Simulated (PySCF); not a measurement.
# How the numerical set-up moves the result for BeB

The method stays; parts of the set-up, such as the basis or the Hamiltonian, are changed.

The runs use PySCF 2.14.0; method and basis as typed in the scripts.

4 further runs of the same task are left out: 4 that didn't finish.

### Step 1. The system as given

BeB: 2 atoms, charge 0, spin multiplicity 2.

Bond lengths: Be1–B2 1.775 Å.

### Step 2. The base run

Input file input.py:

```python
from pyscf import gto, scf, mp

mol = gto.M(
    atom='Be 0 0 0; B 0 0 1.775',
    basis='def2-svp',
    charge=0,
    spin=1,
    symmetry=True,
    verbose=4,
)
mf = scf.UHF(mol)
mf = mf.density_fit(auxbasis='def2-universal-jkfit')
mf.kernel()
mp.MP2(mf, frozen=1).kernel()
mf.dip_moment()
print('orbital energies (hartree):', [e[max(0, n-3):n+3].round(4) for e, n in zip(mf.mo_energy, mol.nelec)])
```

The run is started by

```sh
$ OMP_NUM_THREADS=1 python input.py
```

The log of this run is left out.

It gives: E(SCF) = -39.023273 Eh, E(MP2) − E(SCF) = -0.06774 Eh, ⟨S²⟩ = 1.825, μ = 3.50 D (of the SCF density).

⟨S²⟩ = 1.82 against 0.75 for a pure state: the determinant is spin-contaminated. The bond length is a typed value, not an optimised one.

### Step 3. 3-21g

Variant 1 changes basis set: def2-svp → 3-21g.

Input file input.py:

```python
from pyscf import gto, scf, mp

mol = gto.M(
    atom='Be 0 0 0; B 0 0 1.775',
    basis='3-21g',
    charge=0,
    spin=1,
    symmetry=True,
    verbose=4,
)
mf = scf.UHF(mol)
mf = mf.density_fit(auxbasis='def2-universal-jkfit')
mf.kernel()
mp.MP2(mf, frozen=1).kernel()
mf.dip_moment()
print('orbital energies (hartree):', [e[max(0, n-3):n+3].round(4) for e, n in zip(mf.mo_energy, mol.nelec)])
```

The run is started by

```sh
$ OMP_NUM_THREADS=1 python input.py
```

### Step 4. 6-31+g*

Variant 2 changes basis set: def2-svp → 6-31+g*.

Edit input.py of step 2 so:

```diff
@@ -4,3 +4,3 @@
     atom='Be 0 0 0; B 0 0 1.775',
-    basis='def2-svp',
+    basis='6-31+g*',
     charge=0,
```

### Step 5. Cartesian functions on

Variant 3 changes Cartesian functions: off → on.

Edit input.py of step 2 so:

```diff
@@ -8,2 +8,3 @@
     symmetry=True,
+    cart=True,
     verbose=4,
```

Q: Predict the outcome of this session. Wanted: for each run, E(SCF); from base; gap, α spin; SCF dipole; after the SCF.

**Answer**, as computed:

```tsv
run	E(SCF) (hartree)	from base (eV)	cycles	gap, α spin (eV)	SCF dipole (D)	functions	after the SCF
base	-39.023273	0	20	6.44	3.50	23	MP2 correlation -1.843 eV, core frozen
3-21g	-38.833359	+5.1678	26	6.17	3.42	18	MP2 correlation -1.443 eV, core frozen
6-31+g*	-39.059133	-0.9758	23	5.60	3.96	36	MP2 correlation -2.026 eV, core frozen
Cartesian functions on	-39.036650	-0.3640	15	7.29	2.75	24	MP2 correlation -2.532 eV, core frozen
```

**Reading.** Of the runs whose energies can be compared, “3-21g” moves the SCF energy most (+5.168 eV). 3-21g (18 functions) gives an energy 5.17 eV higher than def2-svp (23). 6-31+g* (36 functions) gives an energy 0.98 eV lower than def2-svp (23).
